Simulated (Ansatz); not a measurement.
**CH6BNZn: from a rough start to a stationary point**

Aim: relax CH6BNZn from a cheap starting geometry, check the end point by its vibrations and derive ideal-gas thermochemistry.

Method: RKS PBE0-D4/def2-TZVP; program: Ansatz 0.2.0, Gaussian basis.

The runs, in order: relaxation at PBE0-D4/def2-TZVP; harmonic vibrations at the same level.

1 further run of the same task is left out (set aside as unsound or not needed). Runs told in other sessions of the task aren't counted.

## Step 1: Where the work starts

SMILES `B[CH2][Zn][NH2]`, 10 atoms, charge 0, spin multiplicity 1.

Atoms are counted from 1 here; the program's logs count them from 0.

Bond lengths: B1–C2 1.519 Å, B1–H5 1.175 Å, B1–H6 1.175 Å, C2–Zn3 2.039 Å, C2–H7 1.087 Å, C2–H8 1.085 Å, Zn3–N4 1.850 Å, N4–H9 1.011 Å, N4–H10 1.011 Å. Angles: C2–B1–H5 120.2°, C2–B1–H6 120.3°, H5–B1–H6 119.5°, B1–C2–Zn3 91.3°, B1–C2–H7 118.2°, B1–C2–H8 118.5°, Zn3–C2–H7 105.3°, Zn3–C2–H8 110.2°, H7–C2–H8 110.5°, C2–Zn3–N4 157.4°, Zn3–N4–H9 118.2°, Zn3–N4–H10 121.0°, H9–N4–H10 105.9°.

Coordinates:

```xyz
10

B    -1.5486   -0.2742   -0.7156
C    -0.4069   -1.2721   -0.6255
Zn    0.8518    0.1631    0.0912
N     1.5909    1.3233    1.3285
H    -1.7486    0.3052   -1.7182
H    -2.2451   -0.0851    0.2113
H    -0.4481   -2.0317    0.1511
H    -0.0131   -1.6912   -1.5450
H     1.4037    2.3120    1.2280
H     2.5642    1.2506    1.5942
```

The start is a GFN2-xTB geometry.

## Step 2: Relaxation at PBE0-D4/def2-TZVP

in.yaml

```yaml
crystal:
  periodic: [false, false, false]
  atoms:
    - {symbol: B, position_ang: [-1.548610, -0.274150, -0.715630]}
    - {symbol: C, position_ang: [-0.406880, -1.272140, -0.625470]}
    - {symbol: Zn, position_ang: [0.851830, 0.163150, 0.091180]}
    - {symbol: N, position_ang: [1.590880, 1.323290, 1.328550]}
    - {symbol: H, position_ang: [-1.748640, 0.305220, -1.718200]}
    - {symbol: H, position_ang: [-2.245140, -0.085090, 0.211270]}
    - {symbol: H, position_ang: [-0.448150, -2.031660, 0.151090]}
    - {symbol: H, position_ang: [-0.013080, -1.691180, -1.544970]}
    - {symbol: H, position_ang: [1.403660, 2.312010, 1.227990]}
    - {symbol: H, position_ang: [2.564150, 1.250550, 1.594190]}
basis:
  gaussian: {orbitals: def2-TZVP}
hamiltonian: {xc: pbe0, dispersion: d4}
relax: {f_tol: 0.005, max_steps: 150}
```

The run is started by

```
ansatz run in.yaml --threads 4 --pin off --events-out ev --progress --plain --max-ram 10444MiB
```

Further steps of the session: Vibrations by finite differences.

**Question.** What will the summary of the whole plan be? Wanted: point group; shift from the start; total energy; dispersion term; dipole moment; lowest, highest wavenumber; zero-point energy.

The runs gave:

| quantity | value |
| --- | --- |
| point group | Cs |
| steps | 45 |
| shift from the start (rms) | 0.566 Å |
| total energy | -51711.3679 eV |
| dispersion term | -133 meV |
| dipole moment | 1.24 D |
| lowest, highest wavenumber | 84, 3669 cm⁻¹ |
| zero-point energy | 45.0 kcal/mol |
| entropy at 298.15 K | 344.4 J/(mol K) |

In words: The atoms moved 0.57 Å (rms) from the start; the bond that changed most is C2–Zn3, from 2.039 to 1.987 Å. No mode is imaginary: a true minimum at this level. The stiffest mode, 3669 cm⁻¹, is an N–H stretch, and 4 modes under 200 cm⁻¹ make the vibrational entropy uncertain. Harmonic hybrid wavenumbers usually lie a few per cent above measured fundamentals. The largest Mulliken charge, -0.71 e, sits on N4.
